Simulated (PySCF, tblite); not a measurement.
# C6H13ClSi: geometry, infrared bands and NMR shifts

Aim: predict the infrared bands and NMR shifts of C6H13ClSi (`C=C(C)[Si@@H](Cl)CCC`).

The runs use tblite 0.8.0 and PySCF 2.14.0, with density-fitted response routines of our own; the level of theory stands in each step. All values are computed, except where a source is named. Atoms count from 0, in the outputs and in this text.

### 1 Starting geometry

21 atoms, charge 0, multiplicity 1; geometry from: force field or distance geometry start.

Bonds of the start (Å): C0–C1 1.33, C1–C2 1.52, C1–Si3 1.87, Si3–Cl4 2.05, Si3–C5 1.87, C5–C6 1.53, C6–C7 1.53, C0–H8 1.09, C0–H9 1.09, C2–H10 1.10, C2–H11 1.10, C2–H12 1.08, Si3–H13 1.48, C5–H14 1.11, C5–H15 1.11, C6–H16 1.09, C6–H17 1.10, C7–H18 1.09, C7–H19 1.09, C7–H20 1.10.

### 2 Relaxing the molecule with GFN2-xTB

What the job is given:

```
{"job": {"kind": "relax", "xc": "GFN2-xTB", "basis": "xTB"}, "charge": 0, "multiplicity": 1}
C     -2.322400    -0.253700    -2.165800
C     -1.803400    -0.076700    -0.950500
C     -2.098800    -1.030700     0.192300
Si    -0.648800     1.341100    -0.548900
Cl    -1.845300     2.611200     0.529600
C      0.812800     0.828700     0.498200
C      1.801900    -0.133100    -0.172400
C      2.966000    -0.474100     0.760200
H     -2.120900     0.422200    -2.990500
H     -3.008200    -1.078400    -2.374600
H     -2.814100    -1.810600    -0.122400
H     -2.569400    -0.503700     1.035300
H     -1.206200    -1.530200     0.549700
H     -0.215800     2.032000    -1.781800
H      1.354600     1.747400     0.793400
H      0.447600     0.380000     1.443100
H      2.200700     0.309600    -1.086800
H      1.289000    -1.068900    -0.455700
H      3.649300    -1.164800     0.265000
H      3.524300     0.421800     1.040100
H      2.598300    -0.952300     1.676600
```

Command:

```console
$ OMP_NUM_THREADS=1 python probes_run.py task.json out
```

This one command runs all jobs of the session in turn.

The program printed:

```text
step      E/eV     max force
  0    -701.00836    0.927
  1    -701.05065    0.349
  2    -701.06170    0.226
  3    -701.06817    0.236
  4    -701.07291    0.177
  5    -701.07579    0.109
  6    -701.07770    0.133
  7    -701.07932    0.118
  8    -701.08068    0.085
  9    -701.08172    0.075
 10    -701.08256    0.068
 11    -701.08334    0.070
 12    -701.08408    0.056
 13    -701.08466    0.057
 14    -701.08505    0.045
 15    -701.08533    0.034
 16    -701.08558    0.032
 17    -701.08581    0.033
 18    -701.08602    0.037
 19    -701.08624    0.036
 20    -701.08651    0.044
 21    -701.08681    0.043
 22    -701.08706    0.033
 23    -701.08721    0.025
 24    -701.08731    0.024
 25    -701.08740    0.021
 26    -701.08749    0.022
 27    -701.08758    0.022
 28    -701.08766    0.023
 29    -701.08776    0.025
 30    -701.08787    0.029
 31    -701.08797    0.030
 32    -701.08806    0.023
 33    -701.08814    0.024
 34    -701.08824    0.025
 35    -701.08835    0.036
 36    -701.08847    0.038
 37    -701.08860    0.030
 38    -701.08872    0.025
 39    -701.08885    0.028
 40    -701.08896    0.031
 41    -701.08905    0.026
 42    -701.08913    0.021
 43    -701.08919    0.021
 44    -701.08926    0.030
 45    -701.08935    0.034
 46    -701.08944    0.028
 47    -701.08954    0.029
 48    -701.08964    0.037
 49    -701.08979    0.048
 50    -701.08998    0.052
 51    -701.09018    0.042
 52    -701.09032    0.025
 53    -701.09040    0.024
 54    -701.09048    0.031
 55    -701.09058    0.036
 56    -701.09072    0.032
 57    -701.09085    0.023
 58    -701.09097    0.027
 59    -701.09107    0.041
 60    -701.09119    0.047
 61    -701.09131    0.038
 62    -701.09141    0.022
 63    -701.09152    0.028
 64    -701.09166    0.035
 65    -701.09180    0.040
 66    -701.09190    0.026
 67    -701.09196    0.016
 68    -701.09202    0.024
 69    -701.09210    0.031
 70    -701.09222    0.038
 71    -701.09235    0.027
 72    -701.09246    0.023
 73    -701.09259    0.035
 74    -701.09277    0.056
 75    -701.09301    0.062
 76    -701.09322    0.043
 77    -701.09336    0.025
 78    -701.09348    0.034
 79    -701.09361    0.054
 80    -701.09374    0.055
 81    -701.09384    0.033
 82    -701.09391    0.024
 83    -701.09395    0.027
 84    -701.09403    0.027
 85    -701.09410    0.023
 86    -701.09415    0.014
 87    -701.09419    0.016
 88    -701.09424    0.020
 89    -701.09431    0.022
 90    -701.09438    0.020
 91    -701.09447    0.028
 92    -701.09456    0.032
 93    -701.09467    0.033
 94    -701.09479    0.029
 95    -701.09490    0.027
 96    -701.09501    0.025
 97    -701.09512    0.025
 98    -701.09521    0.023
 99    -701.09528    0.022
100    -701.09534    0.018
101    -701.09540    0.018
102    -701.09548    0.020
103    -701.09553    0.014
104    -701.09557    0.014
105    -701.09561    0.014
106    -701.09564    0.013
107    -701.09567    0.013
108    -701.09570    0.014
109    -701.09572    0.012
110    -701.09575    0.015
111    -701.09578    0.014
112    -701.09582    0.014
113    -701.09586    0.014
114    -701.09589    0.013
115    -701.09592    0.013
116    -701.09595    0.014
117    -701.09597    0.014
118    -701.09601    0.018
119    -701.09607    0.024
120    -701.09614    0.017
121    -701.09621    0.020
122    -701.09629    0.023
123    -701.09640    0.025
124    -701.09654    0.025
125    -701.09668    0.023
126    -701.09680    0.022
127    -701.09689    0.022
128    -701.09695    0.026
129    -701.09701    0.024
130    -701.09708    0.018
131    -701.09714    0.016
132    -701.09718    0.013
133    -701.09723    0.016
134    -701.09726    0.012
135    -701.09728    0.010
136    -701.09729    0.009
```

Wall time 3.4 s (1 thread of AMD EPYC, shared host); peak memory 0.18 GiB.

Relaxation path: (not every step is listed)

```
step  energy from step 0 (eV)  largest force (eV/Å)
   0                   0.0000                0.9268
   1                  -0.0423                0.3486
   2                  -0.0533                0.2257
   3                  -0.0598                0.2358
   4                  -0.0645                0.1770
   5                  -0.0674                0.1086
   6                  -0.0693                0.1329
   7                  -0.0710                0.1182
   8                  -0.0723                0.0854
  20                  -0.0781                0.0443
  32                  -0.0797                0.0230
  44                  -0.0809                0.0304
  56                  -0.0824                0.0322
  68                  -0.0837                0.0244
  80                  -0.0854                0.0548
  92                  -0.0862                0.0316
 104                  -0.0872                0.0143
 116                  -0.0876                0.0137
 128                  -0.0886                0.0260
 131                  -0.0888                0.0157
 132                  -0.0888                0.0135
 133                  -0.0889                0.0157
 134                  -0.0889                0.0122
 135                  -0.0889                0.0103
 136                  -0.0889                0.0087
```

Close pairs (by a distance rule), those that changed most:

```
   bond  before (Å)  after (Å)  change (Å)
 Si3–C5       1.870      1.905      +0.036
 C1–Si3       1.872      1.895      +0.023
Si3–Cl4       2.051      2.033      -0.018
  C1–C2       1.518      1.500      -0.017
 C2–H10       1.104      1.088      -0.016
 C5–H15       1.108      1.093      -0.015
 C5–H14       1.107      1.092      -0.015
Si3–H13       1.478      1.464      -0.014
```

The end geometry stands in the next job.

### 3 Harmonic vibrations with GFN2-xTB

What the job is given:

```
{"job": {"kind": "ir", "xc": "GFN2-xTB", "basis": "xTB"}, "charge": 0, "multiplicity": 1}
C     -1.971541    -0.432978    -2.155651
C     -1.737519    -0.108992    -0.890757
C     -2.256513    -0.952701     0.236265
Si    -0.725565     1.421055    -0.416347
Cl    -1.849573     2.601688     0.798763
C      0.832073     0.894494     0.545929
C      1.701442    -0.101437    -0.219631
C      2.913114    -0.537416     0.595336
H     -1.606053     0.164077    -2.973891
H     -2.540974    -1.309256    -2.427445
H     -2.818178    -1.807526    -0.134760
H     -2.904808    -0.358292     0.878764
H     -1.431051    -1.315292     0.847746
H     -0.387679     2.200685    -1.608919
H      1.433506     1.772613     0.790777
H      0.545322     0.449039     1.501932
H      2.038143     0.354550    -1.152467
H      1.106934    -0.978893    -0.483210
H      3.524611    -1.235630     0.028406
H      3.525649     0.322707     0.857461
H      2.599739    -1.025552     1.515971
```

The program printed:

```text
mode    cm-1     km/mol
  1      26.5      0.10
  2      49.5      0.45
  3      66.9      0.07
  4      88.6      1.38
  5     108.0      3.26
  6     143.2      0.50
  7     162.9      2.59
  8     230.3      2.12
  9     235.6      0.76
 10     289.5      2.62
 11     343.1     10.89
 12     374.0      2.78
 13     403.4      6.58
 14     499.3     74.00
 15     623.1     39.76
 16     629.8    148.04
 17     655.7    179.93
 18     684.2     36.17
 19     736.9     58.39
 20     769.0     80.94
 21     841.1      8.82
 22     911.7     30.73
 23     952.6      3.64
 24     964.7     11.18
 25    1012.0      4.74
 26    1013.3     28.05
 27    1040.0      0.72
 28    1079.9     11.27
 29    1116.8     25.14
 30    1217.0      2.28
 31    1225.6      0.37
 32    1248.8     10.12
 33    1283.2      0.12
 34    1353.7     10.31
 35    1398.1      6.93
 36    1415.9      1.72
 37    1422.7      0.58
 38    1475.8      2.12
 39    1481.8      7.67
 40    1486.6      2.86
 41    1501.3      0.87
 42    1503.4      3.34
 43    1506.9      0.91
 44    1683.2      6.39
 45    2233.9    239.02
 46    2954.1     12.34
 47    2970.1     46.84
 48    2975.9     41.33
 49    2987.0     31.24
 50    3003.3     22.64
 51    3016.9     24.57
 52    3027.1     31.16
 53    3028.0     52.38
 54    3031.7     52.14
 55    3036.6     33.48
 56    3072.5     47.81
 57    3112.6     37.07
```

It took 3.1 s on 1 thread of AMD EPYC, shared host; peak memory 0.18 GiB.

The strongest bands and the atoms that carry them (share of the mass-weighted mode):

```
cm⁻¹  km/mol                                  atoms
 499    74.0                     Si3 49 %, Cl4 30 %
 630   148.0                               H13 78 %
 656   179.9                     H13 33 %, Si3 23 %
 737    58.4  H15 25 %, H14 18 %, C5 15 %, H17 14 %
 769    80.9                      C5 41 %, Si3 31 %
2234   239.0                               H13 97 %
3028    52.4                     H20 65 %, H19 23 %
3032    52.1           H19 46 %, H18 33 %, H20 11 %
```

### 4 NMR shieldings: PBE0/pcSseg-1

Same as in step 3 but for these lines:

```diff
@@ -1,2 +1,2 @@
-{"job": {"kind": "ir", "xc": "GFN2-xTB", "basis": "xTB"}, "charge": 0, "multiplicity": 1}
+{"job": {"kind": "nmr", "xc": "PBE0", "basis": "pcSseg-1"}, "charge": 0, "multiplicity": 1}
 C     -1.971541    -0.432978    -2.155651
```

With the program's defaults for keys left out, this is: GIAO PBE0/pcSseg-1 NMR shielding, non-relativistic, gas phase.

The program printed:

```text
coarse grid: 17824 points
cycle   1  E = -985.4594099203  dE =  6.178e-01  |g| = 5.079e-01  |ddm| = 3.985e+00
cycle   2  E = -985.4475542703  dE =  1.186e-02  |g| = 5.616e-01  |ddm| = 9.680e-01
cycle   3  E = -985.5287862057  dE = -8.123e-02  |g| = 4.029e-02  |ddm| = 5.290e-01
cycle   4  E = -985.5291074652  dE = -3.213e-04  |g| = 2.129e-02  |ddm| = 6.610e-02
cycle   5  E = -985.5292011034  dE = -9.364e-05  |g| = 7.037e-03  |ddm| = 2.395e-02
cycle   6  E = -985.5292122973  dE = -1.119e-05  |g| = 2.802e-03  |ddm| = 8.623e-03
cycle   7  E = -985.5292141722  dE = -1.875e-06  |g| = 5.939e-04  |ddm| = 2.680e-03
final grid: 160760 points
cycle   8  E = -985.5763180978  dE = -4.797e-05  |g| = 9.239e-03  |ddm| = 3.008e-02
cycle   9  E = -985.5763107779  dE =  7.320e-06  |g| = 1.051e-02  |ddm| = 1.687e-02
cycle  10  E = -985.5763393156  dE = -2.854e-05  |g| = 1.195e-03  |ddm| = 9.519e-03
cycle  11  E = -985.5763395949  dE = -2.793e-07  |g| = 4.462e-04  |ddm| = 1.286e-03
cycle  12  E = -985.5763396442  dE = -4.925e-08  |g| = 9.260e-05  |ddm| = 4.203e-04
cycle  13  E = -985.5763396462  dE = -2.044e-09  |g| = 2.434e-05  |ddm| = 1.144e-04
cycle  14  E = -985.5763396463  dE = -1.421e-10  |g| = 6.233e-06  |ddm| = 2.691e-05
converged SCF energy = -985.5763396463

GIAO shielding tensors (ppm)
atom      isotropic    diamagn.    paramagn.     s11        s22        s33       span
  0 C       51.366     251.730    -200.364    -63.026     70.051    147.073    210.099
  1 C       33.790     265.151    -231.361    -80.408     10.036    171.743    252.151
  2 C      162.854     247.507     -84.653    149.634    153.434    185.495     35.861
  3 Si     343.335     880.512    -537.176    328.589    345.574    355.843     27.254
  4 Cl     972.906    1148.914    -176.008    930.770    980.264   1007.684     76.915
  5 C      162.979     256.316     -93.337    141.515    157.067    190.356     48.841
  6 C      166.674     249.607     -82.934    160.471    166.730    172.820     12.349
  7 C      166.335     245.471     -79.136    152.648    158.348    188.008     35.359
  8 H       26.018      31.394      -5.376     22.285     24.756     31.013      8.728
  9 H       25.646      30.450      -4.804     22.200     25.078     29.660      7.459
 10 H       29.895      30.347      -0.453     26.229     27.935     35.520      9.291
 11 H       29.378      29.218       0.160     24.414     29.814     33.907      9.493
 12 H       29.867      32.604      -2.737     25.094     30.333     34.175      9.081
 13 H       26.550      30.413      -3.863     23.258     24.935     31.458      8.199
 14 H       30.714      32.760      -2.046     25.992     30.773     35.377      9.385
 15 H       30.786      34.817      -4.031     27.051     31.085     34.221      7.171
 16 H       30.598      32.825      -2.227     25.087     30.639     36.069     10.982
 17 H       30.664      34.814      -4.150     24.447     31.835     35.711     11.264
 18 H       30.362      28.132       2.230     25.483     27.469     38.134     12.651
 19 H       30.743      28.693       2.050     26.579     28.821     36.828     10.249
 20 H       30.790      29.852       0.938     26.609     29.307     36.454      9.845
```

Run time: 2.1 min. Hardware: 1 thread of AMD EPYC, shared host; peak memory 0.97 GiB.

Shifts follow as δ = σ(reference) − σ, with reference shieldings (ppm) from runs at the same level and on the same kind of geometry: 1H TMS 31.72, 13C TMS 186.9, 29Si TMS 349.2, 35Cl HCl 950. The references are single molecules in the gas phase. Atoms listed in one row are averaged.

```
        atoms                              environment  σ (ppm)  δ (ppm)  δ scaled to CDCl3
           C1          fully substituted alkene carbon     33.8    153.1              147.5
           C0                     terminal =CH2 carbon     51.4    135.6              130.4
           C2                    allylic methyl carbon    162.9     24.1               21.6
           C5                     sp3 CH2 bonded to Si    163.0     23.9               21.5
           C7                            methyl carbon    166.3     20.6               18.2
           C6                                  sp3 CH2    166.7     20.3               17.9
           H9       hydrogen on a terminal =CH2 carbon    25.65     6.07               5.83
           H8       hydrogen on a terminal =CH2 carbon    26.02     5.70               5.48
          H13  hydrogen on a silicon bonded to 2 C, Cl    26.55     5.17                  –
H10, H11, H12     hydrogen on an allylic methyl carbon    29.71     2.00               1.99
          H16                   hydrogen on an sp3 CH2    30.60     1.12               1.16
H18, H19, H20              hydrogen on a methyl carbon    30.63     1.09               1.13
          H17                   hydrogen on an sp3 CH2    30.66     1.05               1.10
          H14      hydrogen on an sp3 CH2 bonded to Si    30.71     1.00               1.05
          H15      hydrogen on an sp3 CH2 bonded to Si    30.79     0.93               0.98
          Si3             silicon bonded to 2 C, Cl, H    343.3      5.8                  –
          Cl4                    chlorine bonded to Si      973      -23                  –
```

The scaled column applies a straight-line fit of computed shieldings to shifts measured in CDCl3, with any fitted terms for Cl, Br or S neighbours (root-mean-square error 0.16 ppm for H, 1.9 ppm for C).

The run also stored atomic charges by several schemes (e):

```
atoms  Mulliken    IAO  Hirshfeld  ESP fit
   C0     -0.08  -0.30      -0.09    -0.56
   C1     -0.62  -0.25      -0.08     0.25
   C2     -0.18  -0.42      -0.12    -0.48
  Si3      0.91   0.92       0.36     0.13
  Cl4     -0.34  -0.32      -0.13    -0.17
   C5     -0.55  -0.54      -0.16    -0.25
   C6     -0.30  -0.24      -0.07     0.33
   C7     -0.25  -0.41      -0.12    -0.41
```

Mayer bond orders: C0–C1 1.98, C1–C2 1.04, C1–Si3 0.84, Si3–Cl4 0.97, Si3–C5 0.92, C5–C6 1.02, C6–C7 1.06.

The fields below are evaluated on a grid from the run's orbitals.

Frontier orbitals at PBE0/pcSseg-1, with the share of their density that lies nearest to each atom:

```
orbital  energy (eV)                                                  lies on
   HOMO        -7.72                                   C0, C1 about 35 % each
   LUMO        -0.32  C0, C1 about 27 % each; Si3 10 %; H8, H9 about 8 % each
```

ELF in a plane through or near 5 of the atoms.

Ten even steps from ' ' (0.00) to '@' (1.00):
```
                                                        
                                                        
                                                        
                                                        
                                        ..              
                                    ::##%%==            
            ==%%##::        ..++++::**@@@@@@==          
          ==@@@@@@**        ==@@@@####@@@@@@++          
          --@@@@@@++        ::@@@@==**++##--            
          ..--##++    ----    ..====--**++..            
        ..::::      ##@@@@++      ::==++==              
          ..      ::**@@%%++::..                        
                ::++++==--::..::==--..                  
                ++%%%%==    ::####%%%%**--              
                ..====    ..**####::%%%%++..            
                          --##%%++::%%%%++..            
                          ==##%%%%%%%%**--              
                          ..--++**++==::                
                              ......                    
                                                        
```
The map spans 12.6 Å across and 10.8 Å up, centred on the molecule. Atoms in the plane (x, y in Å): C2 (2.1, 0.7), Cl4 (1.4, -2.8), H10 (2.8, 1.6), H15 (-1.0, -0.6), H20 (-2.9, 1.1).

On the surface of density 0.002 e/bohr³ the electrostatic potential runs, from the 1st to the 99th percentile, from -0.67 V near Cl4 to 0.79 V near H9.

### 5 Results

| quantity | value |
| --- | --- |
| strongest single infrared mode (GFN2-xTB) | 2234 cm⁻¹, 239 km/mol |
| zero-point energy (GFN2-xTB) | 108.2 kcal/mol |
| 13C shifts against TMS (PBE0/pcSseg-1) | 153.1, 135.6, 24.1, 23.9, 20.6, 20.3 ppm |
| 1H shifts against TMS (PBE0/pcSseg-1, means over atoms taken as alike) | 6.07, 5.70, 5.17, 2.00, 1.12, 1.09, 1.05, 1.00, 0.93 ppm |
| 29Si shifts against TMS (PBE0/pcSseg-1) | 5.8 ppm |
| 35Cl shifts against HCl (PBE0/pcSseg-1) | -23 ppm |
| surface potential, 1st and 99th percentile | -0.67 V and 0.79 V |

**Reading.** The optimisation took 136 steps and gained 0.089 eV; among the close pairs (by a distance rule), Si3–C5 changed most, from 1.870 to 1.905 Å. All 57 modes are real, so the xTB geometry is a minimum. The strongest single mode, at 2234 cm⁻¹, moves mainly H13. GFN2-xTB is a fitted tight-binding method: band positions and strengths are rough. Its intensities can rank the bands wrongly. C1 (fully substituted alkene carbon) lies farthest downfield among carbon, at 153.1 ppm; the olefinic region. At PBE0/pcSseg-1: Shielding is most anisotropic at C1 (span 252 ppm, paramagnetic term -231 ppm). At PBE0/pcSseg-1, counted by nearest atom on the grid, the HOMO lies on C0, C1 about 35 % each, the LUMO on C0, C1 about 27 % each; Si3 10 %.
